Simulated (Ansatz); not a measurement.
# H4InNS: the cost of one run

Method: RHF/def2-SVP, in Ansatz 0.2.0.

**1. The system as given**

Bond lengths: N1–In2 2.055 Å, In2–S3 2.403 Å, N1–H4 1.016 Å, N1–H5 1.014 Å, In2–H6 1.727 Å, S3–H7 1.328 Å. Angles: N1–In2–S3 109.5°, N1–In2–H6 124.6°, S3–In2–H6 125.6°, In2–N1–H4 111.7°, In2–N1–H5 114.8°, H4–N1–H5 106.4°, In2–S3–H7 87.3°.

Structure file:

```xyz
7

N     0.9977   -0.4040   -0.7775
In   -0.6490    0.6397   -0.1290
S    -1.0789    0.1090    2.1747
H     0.8845   -1.4048   -0.6429
H     1.2273   -0.2709   -1.7563
H    -1.4786    1.8383   -1.0554
H     0.0969   -0.5073    2.1863
```

**2. End point A**

The input, input.yaml:

```yaml
crystal:
  periodic: [false, false, false]
  atoms:
    - { symbol: "N", position_ang: [0.99766, -0.40404, -0.7775] }
    - { symbol: In, position_ang: [-0.64901, 0.63974, -0.12902] }
    - { symbol: S, position_ang: [-1.0789, 0.10902, 2.17472] }
    - { symbol: H, position_ang: [0.88454, -1.40477, -0.64288] }
    - { symbol: H, position_ang: [1.22735, -0.27088, -1.75625] }
    - { symbol: H, position_ang: [-1.47857, 1.83828, -1.05536] }
    - { symbol: H, position_ang: [0.09693, -0.50735, 2.1863] }
basis:
  gaussian: { orbitals: def2-SVP }
hamiltonian:
  xc: hf
relax:
  f_tol: 0.015
  max_steps: 40
```

Launch:

```console
$ ansatz run input.yaml --threads 1 --pin off --max-ram 2048MiB --backend cpu --events-out ev --progress --plain --runs-dir out
```

Q: Estimate wall time and peak memory on 1 thread of Arm Neoverse V1, shared host.

About 18 s, with a peak of 0.15 GiB.
